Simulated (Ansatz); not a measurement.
GaGe:

```xyz
2
Lattice="0.0000 2.8978 2.8978 2.8978 0.0000 2.8978 2.8978 2.8978 0.0000" Properties=species:S:1:pos:R:3 pbc="T T T"
Ge    0.0000    0.0000    0.0000
Ga    1.4489    1.4489    1.4489
```

The cell comes from a database or a generator and needn't be the stable form of this composition.

* Program: Ansatz 0.2.0
* Task: relaxation of cell and atoms
* Functional: BLYP
* Potentials or basis: Ansatz PAW
* Cutoff: 420 eV (not typed: the program's choice for these potentials)
* k mesh: 8 × 8 × 8
* Occupations: fermi-dirac, width 0.05 eV
* Spin: no spin polarisation

At the start: volume 24.33 Å³/atom.

**Question.** Where does the relaxation end?

**Answer.** It ends after 5 steps and the volume is 26.18 Å³/atom (+7.6 %); space group F-43m (No. 216, to 0.05 Å).

The path:
```tsv
step	energy change (eV)	largest force (eV/Å)	volume (Å³)
1	0.0000	0.0000	48.67
2	-0.0317	0.0000	51.13
3	-0.0350	0.0000	52.21
4	-0.0351	0.0000	52.36
5	-0.0357	0.0000	52.36
```

Final structure:
```yaml
crystal:
  lattice:
    - [0.00000, 2.96930, 2.96930]
    - [2.96930, 0.00000, 2.96930]
    - [2.96930, 2.96930, 0.00000]
  atoms:
    - { symbol: Ge, position: [0.00000, 0.00000, 0.00000] }
    - { symbol: Ga, position: [0.25000, 0.25000, 0.25000] }
```

Caveat: the plane-wave basis is chosen anew once the cell has moved, so the energies of steps on either side of that aren't comparable; the PAW data sets come from PBE, with cores solved anew for the run's functional, which leaves a small shift of forces and pressure.
